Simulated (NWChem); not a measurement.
# IF (iodine monofluoride): M05/STO-3G (esp resp), part 2 of 2

NWChem 7.3.0. The steps go on from the part before.

## 3. The doublet anion, same level

test.nw

```
start test
memory total 2200 mb
charge -1
geometry units angstroms noautosym nocenter
 zmatrix
   F
   I 1 r2
 variables
   r2 1.909759
 end
end
basis cartesian
 * library STO-3G
end
dft
 xc m05
 mult 2
 grid fine
 maxiter 150
 mulliken
 print medium
end
esp
 restrain
 recalculate
end
task dft energy
task esp
```

Run with:

```console
$ nwchem test.nw > test.out
```

Log:

```text
Northwest Computational Chemistry Package (NWChem) 7.3.0
             --------------------------------------------------------

           Job information
           ---------------

    nwchem branch   = 7.3.0
    use scalapack   = T
    input           = test.nw
    prefix          = test.
    data base       = ./test.db
    status          = startup
    nproc           =        1

           Memory information
           ------------------

    heap     =     72089600 doubles =      550.0 Mbytes
    stack    =     72089597 doubles =      550.0 Mbytes
    global   =    144179200 doubles =     1100.0 Mbytes (distinct from heap & stack)
    total    =    288358397 doubles =     2200.0 Mbytes
    verify   = yes
    hardfail = no

           Directory information
           ---------------------

  0 permanent = .
  0 scratch   = .

                                NWChem Input Module
                                -------------------

 Scaling coordinates for geometry "geometry" by  1.889725989
 (inverse scale =  0.529177249)

                             Geometry "geometry" -> ""
                             -------------------------

 Output coordinates in angstroms (scale by  1.889725989 to convert to a.u.)

  No.       Tag          Charge          X              Y              Z
 ---- ---------------- ---------- -------------- -------------- --------------
    1 F                    9.0000     0.00000000     0.00000000     0.00000000
    2 I                   53.0000     0.00000000     0.00000000     1.90975900

      Atomic Mass
      -----------

      F                 18.998400
      I                126.900400

 Effective nuclear repulsion energy (a.u.)     132.1724614325

            Nuclear Dipole moment (a.u.)
            ----------------------------
        X                 Y               Z
 ---------------- ---------------- ----------------
     0.0000000000     0.0000000000   191.2728243539

                                Z-matrix (user)
                                --------

 Units are Angstrom for bonds and degrees for angles

      Type          Name      I     J     K     L     M      Value
      ----------- --------  ----- ----- ----- ----- ----- ----------
    1 Stretch      r2          2     1                       1.90976

            XYZ format geometry
            -------------------
     2
 geometry
 F                     0.00000000     0.00000000     0.00000000
 I                     0.00000000     0.00000000     1.90975900

 ==============================================================================
                                internuclear distances
 ------------------------------------------------------------------------------
       center one      |      center two      | atomic units |  angstroms
 ------------------------------------------------------------------------------
    2 I                |   1 F                |     3.60892  |     1.90976
 ------------------------------------------------------------------------------
                         number of included internuclear distances:          1
 ==============================================================================

 Summary of "ao basis" -> "" (cartesian)
 ------------------------------------------------------------------------------
       Tag                 Description            Shells   Functions and Types
 ---------------- ------------------------------  ------  ---------------------
 *                           STO-3G                   on all atoms

                                 NWChem DFT Module
                                 -----------------

                      Basis "ao basis" -> "ao basis" (cartesian)
                      -----
  [basis functions not shown]

 Summary of "ao basis" -> "ao basis" (cartesian)
 ------------------------------------------------------------------------------
       Tag                 Description            Shells   Functions and Types
 ---------------- ------------------------------  ------  ---------------------
 F                           STO-3G                  3        5   2s1p
 I                           STO-3G                 11       29   5s4p2d

 Summary of "ao basis" -> "ao basis" (cartesian)
 ------------------------------------------------------------------------------
       Tag                 Description            Shells   Functions and Types
 ---------------- ------------------------------  ------  ---------------------
 F                           STO-3G                  3        5   2s1p
 I                           STO-3G                 11       29   5s4p2d

  Caching 1-el integrals

            General Information
            -------------------
          SCF calculation type: DFT
          Wavefunction type:  spin polarized.
          No. of atoms     :     2
          No. of electrons :    63
           Alpha electrons :    32
            Beta electrons :    31
          Charge           :    -1
          Spin multiplicity:     2
          Use of symmetry is: off; symmetry adaption is: off
          Maximum number of iterations: 150
          AO basis - number of functions:    34
                     number of shells:    14
          Convergence on energy requested:  1.00D-06
          Convergence on density requested:  1.00D-05
          Convergence on gradient requested:  5.00D-04

              XC Information
              --------------
                          M05 Method XC Functional
                     Hartree-Fock (Exact) Exchange  0.280
                   M05 metaGGA Exchange Functional  0.720
                         M05 Correlation Potential  1.000

[... 11 lines left out ...]
          Spatial weights used:  Erf1
[... 1 line left out ...]
          Convergence Information
[... 1 line left out ...]
          Convergence aids based upon iterative change in
          total energy or number of iterations.
[... 63 lines left out ...]
   convergence    iter        energy       DeltaE   RMS-Dens  Diis-err    time
[... 7 lines left out ...]
         Total DFT energy =    -6955.303715822460
      One electron energy =    -9869.435542048612
           Coulomb energy =     2969.701378952554
    Exchange-Corr. energy =     -187.742014158895
 Nuclear repulsion energy =      132.172461432493
[... 5 lines left out ...]
                    DFT Final Alpha Molecular Orbital Analysis
[... 249 lines left out ...]
                     DFT Final Beta Molecular Orbital Analysis
[... 228 lines left out ...]
 Vector   32  Occ=0.000000D+00  E= 5.342638D-01
              MO Center= -8.4D-09, -1.5D-08,  6.9D-01, r^2= 1.5D+00
   Bfn.  Coefficient  Atom+Function         Bfn.  Coefficient  Atom+Function
  ----- ------------  ---------------      ----- ------------  ---------------
     5      0.883688  1 F  pz                22      0.749690  2 I  pz
    19     -0.311640  2 I  s                  2      0.291467  1 F  s
    18     -0.218498  2 I  pz                15      0.094715  2 I  s
[... 4 lines of this table left out ...]
              MO Center= -5.3D-10, -4.9D-10,  1.9D+00, r^2= 7.2D-01
   Bfn.  Coefficient  Atom+Function         Bfn.  Coefficient  Atom+Function
  ----- ------------  ---------------      ----- ------------  ---------------
    15     57.400822  2 I  s                 29    -25.796390  2 I  dxx
    32    -25.796390  2 I  dyy               34    -25.795274  2 I  dzz
    19      0.583418  2 I  s                 23      0.114553  2 I  dxx
[... 4 lines of this table left out ...]
              MO Center= -5.4D-11, -5.4D-11,  1.9D+00, r^2= 9.9D-02
   Bfn.  Coefficient  Atom+Function         Bfn.  Coefficient  Atom+Function
  ----- ------------  ---------------      ----- ------------  ---------------
    11     36.334140  2 I  s                 23    -16.416605  2 I  dxx
    26    -16.416605  2 I  dyy               28    -16.416379  2 I  dzz
    15    -12.838403  2 I  s                 29      6.003220  2 I  dxx
    32      6.003220  2 I  dyy               34      6.002532  2 I  dzz
     6     -0.624357  2 I  s                  7      0.263280  2 I  s

     ---------------------------------------------
      Total Density - Mulliken Population Analysis
     ---------------------------------------------

    Atom       Charge   Shell Charges
 -----------   ------   -------------------------------------------------------
    1 F    9     9.37   2.00  1.99  5.39
    2 I   53    53.63   2.00  1.97  6.00  2.39  6.00  3.13  6.00  1.96  5.67  9.64  8.87

     --------------------------------------------
      Spin Density - Mulliken Population Analysis
     --------------------------------------------

    Atom       Charge   Shell Charges
 -----------   ------   -------------------------------------------------------
    1 F    9     0.63   0.00  0.01  0.61
    2 I   53     0.37   0.00  0.00 -0.00  0.00  0.00 -0.01  0.00  0.04  0.33 -0.00  0.01

     -------------------------------------------
      Total Density - Lowdin Population Analysis
     -------------------------------------------

    Atom       Charge   Shell Charges
 -----------   ------   -------------------------------------------------------
    1 F    9     9.38   2.00  1.98  5.40
    2 I   53    53.62   2.00  1.99  6.00  0.84  6.00  0.80  5.99  1.96  5.68 11.17 11.20

     ------------------------------------------
      Spin Density - Lowdin Population Analysis
     ------------------------------------------

    Atom       Charge   Shell Charges
 -----------   ------   -------------------------------------------------------
    1 F    9     0.62   0.00  0.02  0.60
    2 I   53     0.38   0.00  0.00  0.00  0.00  0.00 -0.00  0.01  0.04  0.32  0.00  0.00

   alpha - beta orbital overlaps
   -----------------------------

   alpha      1      2      3      4      5      6      7      8      9     10
    beta      1      2      3      5      4      6      7      8      9     10
 overlap   1.000  1.000  1.000  1.000  1.000  1.000  1.000  1.000  1.000  1.000

   alpha     11     12     13     14     15     16     17     18     19     20
    beta     11     12     13     14     15     16     17     18     19     20
 overlap   1.000  1.000  1.000  1.000  1.000  1.000  1.000  1.000  1.000  1.000

   alpha     21     22     23     24     25     26     27     28     29     30
    beta     21     22     23     24     25     26     27     28     29     30
 overlap   1.000  1.000  1.000  1.000  0.999  0.997  0.982  0.997  0.997  0.997

   alpha     31     32     33     34
    beta     31     32     33     34
 overlap   0.997  0.984  1.000  1.000

     --------------------------
     Expectation value of S2:
     --------------------------
      <S2> =      0.7500 (Exact =     0.7500)

 center of mass
 --------------
 x =   0.00000000 y =   0.00000000 z =   3.13898089

 moments of inertia (a.u.)
 ------------------
         215.220234711204           0.000000000000           0.000000000000
           0.000000000000         215.220234711204           0.000000000000
           0.000000000000           0.000000000000           0.000000000000

     Multipole analysis of the density
     ---------------------------------

     L   x y z        total         alpha         beta         nuclear
     -   - - -        -----         -----         ----         -------
     0   0 0 0     -1.000000    -32.000000    -31.000000     62.000000

     1   1 0 0     -0.000000     -0.000000     -0.000000      0.000000
[... 8 lines of this table left out ...]
     2   0 0 2    -33.616140   -364.692929   -359.211764    690.288554

 Task  times  cpu:        2.3s     wall:        2.3s

                                NWChem Input Module
                                -------------------

                     NWChem Electrostatic Potential Fit Module
                     -----------------------------------------

 Atom parameters

 Number of atoms is                                    2
 Number of basis functions is                         34

 Grid parameters

 Maximum number of grid points is                    990
 Number of grid points is                            989
 Grid range                                     0.300000 nm
 Grid spacing                                   0.050000 nm
 Probe radius                                   0.070000 nm
 Atom radius factor                             1.000000

 Restraint parameters

 Hyperbolic restraint to zero charge
    with scaling                 0.001000
         tightness               0.100000
         maximum iterations     25
         tolerance               0.000100

 Atomic radii

    9    0.128000
   53    0.203000
 FASTESP  F
  using M.O. file = ./test.movecs

    Atom              Coordinates                           Charge

                                                  ESP         RESP        RESP2
                                                                         constr

    1 F     0.000000    0.000000    0.000000   -0.273019   -0.273028   -0.273028
    2 I     0.000000    0.000000    0.190976   -0.726981   -0.726972   -0.726972
                                            ------------------------------------
                                               -1.000000   -1.000000   -1.000000

 Dipole moment                                  0.000000    0.000000    0.000000

 Quadrupole moment Qxx                          2.585061    2.585114    2.585114
                   Qyy                          2.585061    2.585114    2.585114
                   Qzz                         -5.170123   -5.170229   -5.170229

 RMS deviation kJ/mol                           0.273758    0.273758    0.273758

 RRMS %                                         1.748275    1.748275    1.748275

 Task  times  cpu:        0.3s     wall:        0.3s
 Total times  cpu:        2.6s     wall:        2.6s
```

Run time: 3.3 s. Hardware: 1 thread of Intel Xeon Platinum 8259CL at 2.50GHz (Skylake/Cascade Lake), shared host; peak memory 0.11 GiB.

## 4. Outcome

The summary covers parts 1 to 2.

At M05/STO-3G (esp resp):

| quantity | value |
| --- | --- |
| singlet IF: total energy | -6955.50211 Eh |
| doublet anion: total energy | -6955.30372 Eh |
| doublet anion: HOMO energy (highest over α and β) | 9.57 eV |
| doublet anion: LUMO energy (lowest over α and β) | 14.54 eV |
| doublet anion: ⟨S²⟩ | 0.750 |
| vertical electron affinity (to the doublet anion) | -5.399 eV |

**Reading.** The anion lies 5.40 eV (124 kcal/mol) above the neutral: the electron isn't bound at this level, and such a value depends on the basis. Without diffuse functions anions come out too high. In a minimal basis such a difference can be off by several eV, whatever the method. Relativity is left out (singlet IF) although the molecule holds a heavy atom. The HOMO (doublet anion) lies at positive energy, 9.57 eV; only total energies tell whether the electron is bound. Relativity is left out (doublet anion) although the molecule holds a heavy atom.
